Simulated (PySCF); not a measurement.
Runs of PySCF 2.14.0 on CBOBrH4. The cell holds a molecule in a box, 8 atoms: a = 11.000 Å, b = 13.000 Å, c = 12.000 Å, α = 90.00°, β = 90.00°, γ = 90.00°. 

```csv
task,level,three-body dispersion term,conv_tol,exxdiv,grid for exchange and correlation,three-centre integrals,gap on the mesh (eV)
atomic charges,B3PW91+D4,yes,1e-07 Ha,ewald,"Becke, atom-centred",read from an earlier run's file,(a)
atomic charges,PW91,-,1e-07 Ha,-,"Becke, atom-centred",read from an earlier run's file,6.07
atomic charges,AM05+D4,yes,1e-07 Ha,-,"Becke, atom-centred",read from an earlier run's file,6.06
atomic charges,PBE,-,1e-07 Ha,-,"Becke, atom-centred",-,6.07
excitation energies (Tamm-Dancoff),PBE0,-,1e-08 Ha,ewald,"Becke, atom-centred",read from an earlier run's file,8.44
MP2 correlation energy,HF,-,1e-08 Ha,ewald,-,read from an earlier run's file,15.52
atomic charges,B3LYP,-,1e-07 Ha,ewald,"Becke, atom-centred",read from an earlier run's file,(b)
```

Alike in all rows: potentials or basis 6-31g* (all-electron); no spin polarisation; cell as given; k mesh 1 × 1 × 1; smearing fixed.

Fill in the values left out.

(a) 7.99; (b) 7.96.

Caveats: this is a molecule in a periodic box at the Γ point, so its band gap is the HOMO-LUMO gap; relativity is left out, which matters for the heavier elements; the basis of atomic orbitals isn't converged, which shifts pressures, moduli and gaps; the basis is small and the box finite, so much correlation energy is missing and levels can be off by tenths of an eV (some runs); the D4 parameters stored for this functional may belong to another (some runs); the iterative solver can pass over a root and still report convergence (some runs).

A k mesh can miss the band edges, and the runs leave out spin-orbit coupling on Br.
